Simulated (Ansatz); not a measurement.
# C₂H₅GeN: basis-set convergence

An exercise on one series of results from a longer session: the logs are not shown, and one member is left open.

The runs use Ansatz 0.2.0, Gaussian basis; one geometry, several basis sets.

Plan: PBE0-D4/def2-SVP; ωB97M-V/def2-SVP; PBE0-D4/def2-QZVPP; ωB97M-V/def2-QZVPP; the functionals' def2-TZVPP values are taken from earlier runs.

## The geometry

An earlier PBE0-D4 in a triple-zeta def2 set relaxation fixed the geometry.

9 atoms, charge 0, spin multiplicity 1.

Atoms are counted from 1 here; the program's logs count them from 0.

Bond lengths: N1–C2 1.252 Å, N1–H5 1.027 Å, C2–C3 1.493 Å, C2–Ge4 1.930 Å, C3–Ge4 1.989 Å, C3–H6 1.089 Å, C3–H7 1.089 Å, Ge4–H8 1.526 Å, Ge4–H9 1.526 Å. Angles: C2–N1–H5 110.6°, N1–C2–C3 141.3°, N1–C2–Ge4 149.0°, C3–C2–Ge4 69.7°, C2–C3–Ge4 65.5°, C2–C3–H6 116.5°, C2–C3–H7 116.5°, Ge4–C3–H6 118.6°, Ge4–C3–H7 118.4°, H6–C3–H7 113.2°, C2–Ge4–C3 44.8°, C2–Ge4–H8 120.6°, C2–Ge4–H9 120.6°, C3–Ge4–H8 117.0°, C3–Ge4–H9 117.0°, H8–Ge4–H9 116.5°.

The first run:

in.yaml

```yaml
crystal:
  periodic: [false, false, false]
  atoms:
    - {symbol: N, position_ang: [-1.012329, 0.884178, -1.521226]}
    - {symbol: C, position_ang: [-0.426620, 0.306473, -0.577686]}
    - {symbol: C, position_ang: [0.869952, 0.303653, 0.161675]}
    - {symbol: Ge, position_ang: [-0.453772, -1.029218, 0.814571]}
    - {symbol: H, position_ang: [-0.406566, 1.602571, -1.935924]}
    - {symbol: H, position_ang: [1.741275, -0.052067, -0.385518]}
    - {symbol: H, position_ang: [1.078195, 1.173975, 0.781651]}
    - {symbol: H, position_ang: [-0.178811, -2.494380, 0.490424]}
    - {symbol: H, position_ang: [-1.122923, -0.741384, 2.155032]}
basis:
  gaussian: {orbitals: def2-SVP}
hamiltonian: {xc: pbe0, dispersion: d4}
output: {orbitals: {seedname: orbitals}}
```

Started as:

```bash
ansatz run in.yaml --threads 2 --pin off --events-out ev --progress --plain --max-ram 4352MiB
```

Steps of the session up to this table: PBE0-D4 in def2-SVP; ωB97M-V in def2-SVP; PBE0-D4 in def2-QZVPP; ωB97M-V in def2-QZVPP.

One table of the session follows, with a row left open; its other results are not shown here.

It belongs to the step «Density functionals: the series». 

```
functional       basis  HOMO (eV)
   PBE0-D4    def2-SVP      -6.48
   PBE0-D4  def2-TZVPP      -6.63
   PBE0-D4  def2-QZVPP      -6.66
   ωB97M-V    def2-SVP      -8.61
   ωB97M-V  def2-TZVPP      -8.78
   ωB97M-V  def2-QZVPP          ?
```

**Question.** Estimate the row for ωB97M-V, def2-QZVPP.

The run gave: HOMO (eV): -8.80. In the column «HOMO (eV)» it is the lowest.
